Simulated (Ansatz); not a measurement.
Predict the output of the script below (Ansatz 0.2.0 through its Python package).

`tio2.py`
```python
"""Band structure of TiO2."""

import warnings

import ansatz
import numpy as np
from pymatgen.core import Lattice, Structure
from pymatgen.io.ase import AseAtomsAdaptor

warnings.simplefilter("ignore", ansatz.DeckWarning)

pmg_structure = Structure(
    Lattice([[1.49733, 0.86448, 6.98154], [-1.49733, 0.86448, 6.98154], [0.0, -1.72897, 6.98154]]),
    ["Ti", "O", "O"],
    [
        [0.0, 0.0, 0.0],
        [0.62047, 0.62047, 0.62047],
        [0.37953, 0.37953, 0.37953],
    ],
)
cell = ansatz.Crystal.from_ase(AseAtomsAdaptor.get_atoms(pmg_structure))

# high-symmetry points in fractions of the reciprocal vectors
path = [
    ("H_0", (0.5, -0.17689, 0.17689)),
    ("L", (0.5, 0.0, 0.0)),
    ("G", (0.0, 0.0, 0.0)),
    ("S_0", (0.33844, -0.33844, 0.0)),
]
calc = (
    cell.calculation()
    .functional(ansatz.Functional.PBESOL)
    .basis(510)  # cutoff of the orbital basis
    .occupations("fixed")
    .kpoints(8)  # the mesh must be finer for metals
    .band_structure([point for _, point in path], intervals=4)  # levels along the path at the converged density
    .scf(extra_bands=6)
    .potential()
)
outcome = calc.run(threads=1, backend="cpu")
summary = outcome.report

n_atoms = len(summary["lattice"]["sites"])
print("F =", round(summary["free_energy_ev"], 4), "eV for", n_atoms, "atoms")
print("E(sigma -> 0) =", round(summary["energy_sigma0_ev"], 4), "eV, TS =", round(summary["entropy_ts_ev"], 5), "eV")
print("closed by", summary["closed_by"], "after", summary["n_iterations"], "iterations")

v = outcome.potential()
line = v.v_es_ev.mean(axis=(0, 1))
print("planar mean of the electrostatic potential along the third grid axis (eV):")
print(np.round(line[:: max(len(line) // 12, 1)], 3))

bands = outcome.band_structure()
fermi = bands.fermi_energy_ev
print(f"zero of the bands: {fermi:.3f} eV, the Fermi level found on the SCF mesh")
levels = bands.channels[0].eigenvalues_ev - fermi
filled = round(summary["n_electrons"]) // 2
valence, conduction = levels[:, filled - 1], levels[:, filled]
print("k (fractions)              top valence  bottom conduction (eV)")
for k, lo, hi in zip(bands.kpoints_frac, valence, conduction):
    print(f"{k[0]:7.3f} {k[1]:7.3f} {k[2]:7.3f} {lo:12.3f} {hi:13.3f}")
print(f"on this path: least direct gap {np.min(conduction - valence):.3f} eV, least gap {conduction.min() - valence.max():.3f} eV")
```

Running `python tio2.py` prints:
```text
RunWarning: The output density's exchange-correlation potential varies sharply where the density is thin. Do not read a vacuum level from v_tot or v_xc, or from such a field of the output density. On a cell that repeats whose density bears no net charge and [...]
F = -3599.4013 eV for 3 atoms
E(sigma -> 0) = -3599.4013 eV, TS = 0.0 eV
closed by deck_thresholds after 7 iterations
planar mean of the electrostatic potential along the third grid axis (eV):
[2.144 2.397 2.586 2.855 3.372 3.307 3.16  3.307 3.372 2.855 2.586 2.397]
zero of the bands: 1.273 eV, the Fermi level found on the SCF mesh
k (fractions)              top valence  bottom conduction (eV)
  0.500  -0.177   0.177       -1.051         2.902
  0.500  -0.133   0.133       -0.946         2.931
  0.500  -0.088   0.088       -0.755         2.996
  0.500  -0.044   0.044       -0.663         2.976
  0.500   0.000  -0.000       -0.640         2.931
  0.375  -0.000   0.000       -0.356         3.058
  0.250   0.000  -0.000       -0.018         3.071
  0.125   0.000  -0.000       -0.295         2.872
  0.000   0.000   0.000       -0.166         2.683
  0.085  -0.085   0.000       -0.183         2.995
  0.169  -0.169   0.000       -0.004         3.383
  0.254  -0.254   0.000       -0.549         3.153
  0.338  -0.338   0.000       -1.064         2.899
on this path: least direct gap 2.849 eV, least gap 2.687 eV
```
(Warnings from the package without file and line, shortened.)

Absolute energies stand on the zero of these potentials, so only differences at equal settings mean something. A total without «per atom» is that of the whole cell that was run. No spin polarisation was allowed. Semilocal gaps usually lie well under measured ones. Under fixed occupations the level called the Fermi level is the highest filled one on the SCF mesh; off the mesh a filled band can lie a little above it. This cell is a computed structure, which may not be the phase found in nature. Gaps and levels are Kohn-Sham values on a finite set of k-points. The script silences the warnings on its input, which a real study should read. Run time: 7.6 s on 1 thread of Arm Neoverse V1 (shared host), peak memory 0.49 GiB.
